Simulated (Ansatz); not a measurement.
NbSi:

```
Nb Si
1.0
     0.00000    2.57383    2.57383
     2.57383    0.00000    2.57383
     2.57383    2.57383    0.00000
Nb Si
1 1
Direct
  0.00000 0.00000 0.00000
  0.50000 0.50000 0.50000
```

The cell was built by a generator and needn't be a form met in nature.

* Program: Ansatz 0.2.0
* Task: relaxation of cell and atoms
* Functional: PBEsol
* Dispersion: D3(BJ)
* Potentials or basis: Ansatz PAW
* Cutoff: 420 eV (not typed: the program's choice for these potentials)
* k mesh: 9 × 9 × 9
* Occupations: fermi-dirac, width 0.05 eV
* Spin: no spin polarisation

At the start: volume 17.05 Å³/atom.

Task: How do energy, volume and symmetry change on relaxing?

Result: It ends after 5 steps and the volume is 16.01 Å³/atom (-6.1 %); space group Fm-3m (No. 225, to 0.05 Å).

Step by step:
```
step  energy change (eV)  largest force (eV/Å)  volume (Å³)
   1              0.0000                0.0000        34.10
   2             -0.0484                0.0000        31.05
   3             -0.0649                0.0000        32.12
   4             -0.0651                0.0000        32.03
   5             -0.0648                0.0000        32.03
```

Final structure:
```yaml
crystal:
  lattice:
    - [0.00000, 2.52061, 2.52061]
    - [2.52061, 0.00000, 2.52061]
    - [2.52061, 2.52061, 0.00000]
  atoms:
    - { symbol: Nb, position: [0.00000, 0.00000, 0.00000] }
    - { symbol: Si, position: [0.50000, 0.50000, 0.50000] }
```

Caveat: the plane-wave basis is chosen anew once the cell has moved, so the energies of steps on either side of that aren't comparable; pairwise dispersion overbinds metals, which lowers pressure and volume; the PAW data sets come from PBE, with cores solved anew for the run's functional, which leaves a small shift of forces and pressure.
